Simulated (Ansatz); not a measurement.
# SnAsH5 (SMILES [AsH2][SnH3]): single points off equilibrium

How do the functionals fare away from a minimum? The structure is a structure displaced at random from a GFN2-xTB minimum.

Computed with Ansatz 0.2.0, Gaussian basis. Level: single points in def2-TZVPP.

Correlated methods freeze the cores. Filled d shells of the heavier atoms are correlated. Core potentials replace the inner electrons past krypton, and spin-orbit coupling is left out.

### Step 1. Starting geometry

SMILES `[AsH2][SnH3]`, 7 atoms, charge 0, spin multiplicity 1.

Atoms are counted from 1 here; the program's logs count them from 0.

Bond lengths: As1–Sn2 2.691 Å, As1–H3 1.233 Å, As1–H4 1.521 Å, Sn2–H5 1.780 Å, Sn2–H6 1.642 Å, Sn2–H7 1.576 Å. Angles: Sn2–As1–H3 99.4°, Sn2–As1–H4 91.9°, H3–As1–H4 90.7°, As1–Sn2–H5 117.7°, As1–Sn2–H6 112.3°, As1–Sn2–H7 114.1°, H5–Sn2–H6 99.5°, H5–Sn2–H7 108.0°, H6–Sn2–H7 103.4°.

Coordinates:

```mol
AsH5Sn
  3D, bonds by distance, orders not assigned

  7  6  0  0  0  0  0  0  0  0999 V2000
   -1.0191   -1.4638    0.3904 As  0  0
    0.1862    0.9048   -0.0295 Sn  0  0
   -0.0605   -2.1017    0.8308 H   0  0
   -0.7059   -1.9304   -1.0228 H   0  0
   -0.7119    2.1409   -0.9436 H   0  0
    0.4395    1.7310    1.3662 H   0  0
    1.6292    0.7900   -0.6524 H   0  0
  1  2  8  0
  1  3  8  0
  1  4  8  0
  2  5  8  0
  2  6  8  0
  2  7  8  0
M  END
```

### Step 2. CCSD(T)/def2-TZVPP

run/in.yaml

```yaml
crystal:
  periodic: [false, false, false]
  atoms:
    - {symbol: As, position_ang: [-1.019100, -1.463800, 0.390400]}
    - {symbol: Sn, position_ang: [0.186200, 0.904800, -0.029500]}
    - {symbol: H, position_ang: [-0.060500, -2.101700, 0.830800]}
    - {symbol: H, position_ang: [-0.705900, -1.930400, -1.022800]}
    - {symbol: H, position_ang: [-0.711900, 2.140900, -0.943600]}
    - {symbol: H, position_ang: [0.439500, 1.731000, 1.366200]}
    - {symbol: H, position_ang: [1.629200, 0.790000, -0.652400]}
basis:
  gaussian: {orbitals: def2-TZVPP}
correlation: {method: ccsd_t}
output: {forces: true}
```

The command line of these runs was not kept.

### Step 3. PBE0-D4/def2-TZVPP

Edit run/in.yaml of step 2 so:

```diff
@@ -12,3 +12,3 @@
   gaussian: {orbitals: def2-TZVPP}
-correlation: {method: ccsd_t}
-output: {forces: true}
+hamiltonian: {xc: pbe0, dispersion: d4}
+output: {forces: true, orbitals: {seedname: orbitals}}
```

### Step 4. wB97M-V/def2-TZVPP

Edit run/in.yaml of step 3 so:

```diff
@@ -12,3 +12,3 @@
   gaussian: {orbitals: def2-TZVPP}
-hamiltonian: {xc: pbe0, dispersion: d4}
-output: {forces: true, orbitals: {seedname: orbitals}}
+hamiltonian: {xc: {name: wB97M-V}}
+output: {forces: true}
```

### Step 5. r2SCAN-D4/def2-TZVPP

Edit run/in.yaml of step 4 so:

```diff
@@ -12,3 +12,3 @@
   gaussian: {orbitals: def2-TZVPP}
-hamiltonian: {xc: {name: wB97M-V}}
+hamiltonian: {xc: r2scan, dispersion: d4}
 output: {forces: true}
```

### Step 6. PBE-D4/def2-TZVPP

Edit run/in.yaml of step 5 so:

```diff
@@ -12,3 +12,3 @@
   gaussian: {orbitals: def2-TZVPP}
-hamiltonian: {xc: r2scan, dispersion: d4}
+hamiltonian: {xc: pbe, dispersion: d4}
 output: {forces: true}
```

### Step 7. SPW92/def2-TZVPP

Edit run/in.yaml of step 6 so:

```diff
@@ -12,3 +12,3 @@
   gaussian: {orbitals: def2-TZVPP}
-hamiltonian: {xc: pbe, dispersion: d4}
+hamiltonian: {xc: lda}
 output: {forces: true}
```

### Step 8. B97M-V/def2-TZVPP

Edit run/in.yaml of step 7 so:

```diff
@@ -12,3 +12,3 @@
   gaussian: {orbitals: def2-TZVPP}
-hamiltonian: {xc: lda}
+hamiltonian: {xc: {name: B97M-V}}
 output: {forces: true}
```

(Steps that only read results are left out.)

Q: Predict the outcome of this session. Wanted: energy less free atoms, CCSD(T)/def2-TZVPP; RMS force component; RMS force error; HOMO and LUMO, PBE0-D4; T1 diagnostic.

The runs gave:

```
                                  quantity                                                                                        value
energy less free atoms, CCSD(T)/def2-TZVPP                                                                               -1420.4 kJ/mol
                       RMS force component                                                         3.317 to 3.415 eV/Å over the methods
                           RMS force error  PBE0-D4 0.092, wB97M-V 0.033, r2SCAN-D4 0.071, PBE-D4 0.198, SPW92 0.121, B97M-V 0.125 eV/Å
                    HOMO and LUMO, PBE0-D4                                                                           -7.31 and -1.00 eV
                             T1 diagnostic                                                                                        0.012
```

Against CCSD(T) the functionals' energies less atoms differ by -246.3 to +7.6 kJ/mol, PBE-D4 by +0.4 kJ/mol. The reference is not at the basis limit: in triple zeta CCSD(T) underbinds, which counts against methods that bind more; the gaps are no ranking. The forces of wB97M-V come nearest to CCSD(T), those of PBE-D4 are farthest. Frozen-core CCSD(T) forces in triple zeta carry basis errors of their own, and this is one geometry, so small gaps rank nothing.
